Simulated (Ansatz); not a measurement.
**CH3LiSe (SMILES [Li][Se]C): single points off equilibrium**

The task here is to estimate one member of a computed series from the others.

The runs use Ansatz 0.2.0, Gaussian basis; single points in def2-TZVPP.

Cores are frozen in the correlated methods. Filled d shells of the heavier atoms are correlated. The outer core shell of Li, Na, Mg and K is correlated. B3LYP uses VWN-RPA correlation.

## The starting structure

SMILES `[Li][Se]C`, 6 atoms, charge 0, spin multiplicity 1.

Atoms are counted from 1 here; the program's logs count them from 0.

Bond lengths: Li1–Se2 2.331 Å, Se2–C3 2.062 Å, C3–H4 0.923 Å, C3–H5 1.244 Å, C3–H6 1.097 Å. Angles: Li1–Se2–C3 112.5°, Se2–C3–H4 112.9°, Se2–C3–H5 108.5°, Se2–C3–H6 111.4°, H4–C3–H5 104.4°, H4–C3–H6 115.9°, H5–C3–H6 102.7°.

As a file:

```mol
CH3LiSe
  3D, bonds by distance, orders not assigned

  6  5  0  0  0  0  0  0  0  0999 V2000
   -1.1129   -2.5238    1.0340 Li  0  0
   -1.2570   -0.6150   -0.2961 Se  0  0
    0.4452    0.5453   -0.1989 C   0  0
    1.1638    0.1663   -0.6379 H   0  0
    0.2349    1.6076   -0.8109 H   0  0
    0.6372    0.8901    0.8249 H   0  0
  1  2  8  0
  2  3  8  0
  3  4  8  0
  3  5  8  0
  3  6  8  0
M  END
```

Set-up of the first run:

Input file run/in.yaml:

```yaml
crystal:
  periodic: [false, false, false]
  atoms:
    - {symbol: Li, position_ang: [-1.112900, -2.523800, 1.034000]}
    - {symbol: Se, position_ang: [-1.257000, -0.615000, -0.296100]}
    - {symbol: C, position_ang: [0.445200, 0.545300, -0.198900]}
    - {symbol: H, position_ang: [1.163800, 0.166300, -0.637900]}
    - {symbol: H, position_ang: [0.234900, 1.607600, -0.810900]}
    - {symbol: H, position_ang: [0.637200, 0.890100, 0.824900]}
basis:
  gaussian: {orbitals: def2-TZVPP}
correlation: {method: ccsd_t}
output: {forces: true}
```

No record of the launch command was kept for these runs.

Steps of the session up to this table: CCSD(T)/def2-TZVPP; PBE0-D4/def2-TZVPP; wB97M-V/def2-TZVPP; r2SCAN-D4/def2-TZVPP; PBE-D4/def2-TZVPP; wB97X-V/def2-TZVPP; B3LYP-D4/def2-TZVPP.

One of the session's tables, all rows but one given; the rest of the session is left out.

| method | RMS force component (eV/Å) | angle to CCSD(T) forces (°) | dipole (D) |
| --- | --- | --- | --- |
| CCSD(T) | 3.464 | reference | 7.07 |
| PBE0-D4 | 3.487 | 0.7 | 6.83 |
| wB97M-V | 3.445 | 1.0 | 6.96 |
| r2SCAN-D4 | 3.440 | 0.5 | 6.89 |
| PBE-D4 | ? | ? | ? |
| wB97X-V | 3.525 | 1.2 | 7.08 |
| B3LYP-D4 | 3.396 | 1.3 | 6.74 |

Estimate the missing values for PBE-D4.

The run gave: RMS force component (eV/Å): 3.452; angle to CCSD(T) forces (°): 1.8; dipole (D): 6.52. In the column «RMS force component (eV/Å)» it lies between wB97M-V (3.445) and CCSD(T) (3.464).
